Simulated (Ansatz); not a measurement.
# ClH4MgNO: the cost of one run

Method: RKS PBE0-D4/def2-SVP, in Ansatz 0.2.0.

### Step 1. The system as given

Bond lengths: Mg1–O2 2.417 Å, Mg1–Cl3 2.132 Å, Mg1–N5 2.474 Å, O2–H6 0.956 Å, N5–H7 1.011 Å, N5–H8 1.009 Å. Angles: Mg1–O2–H6 121.5°, O2–Mg1–Cl3 125.3°, O2–Mg1–N5 63.5°, Cl3–Mg1–N5 131.8°, Mg1–N5–H7 118.3°, Mg1–N5–H8 128.4°, H7–N5–H8 109.6°.

As a file:

```xyz
8

Mg    0.1133   -1.0389   -1.1563
O     0.6757   -0.7938    1.1818
Cl   -1.2028   -2.5113   -1.9599
H     0.1822    0.3008    0.7417
N    -0.3128    1.1781   -0.1434
H     1.5636   -0.5750    1.4620
H    -1.2662    1.4254    0.0838
H     0.2470    2.0147   -0.2096
```

### Step 2. A restrained relaxation towards end A

Springs on the bonds that form and break draw the guess towards this end; the thresholds are loose.

Input file input.yaml:

```yaml
crystal:
  periodic: [false, false, false]
  atoms:
    - { symbol: Mg, position_ang: [0.1133, -1.0389, -1.1563] }
    - { symbol: O, position_ang: [0.6757, -0.7938, 1.1818] }
    - { symbol: Cl, position_ang: [-1.2028, -2.5113, -1.9599] }
    - { symbol: H, position_ang: [0.1822, 0.3008, 0.7417] }
    - { symbol: "N", position_ang: [-0.3128, 1.1781, -0.1434] }
    - { symbol: H, position_ang: [1.5636, -0.575, 1.462] }
    - { symbol: H, position_ang: [-1.2662, 1.4254, 0.0838] }
    - { symbol: H, position_ang: [0.247, 2.0147, -0.2096] }
basis:
  gaussian: { orbitals: def2-SVP }
hamiltonian:
  xc: pbe0
  dispersion: d4
relax:
  f_tol: 0.15
  max_steps: 25
  restrain:
    - { distance: [0, 4], at: 3.42, k: 30.0 }
    - { distance: [3, 1], at: 2.27, k: 30.0 }
    - { distance: [0, 1], at: 2.07, k: 30.0 }
    - { distance: [3, 4], at: 1.02, k: 30.0 }
output:
  orbitals: {}
```

The run is started by

```console
> ansatz run input.yaml --threads 2 --pin off --max-ram 3072MiB --backend cpu --events-out ev --progress --plain --runs-dir out
```

Q: Estimate wall time and peak memory on 2 threads of AMD EPYC 7R13 (Zen 3), shared host.

About 37 s, with a peak of 0.18 GiB.
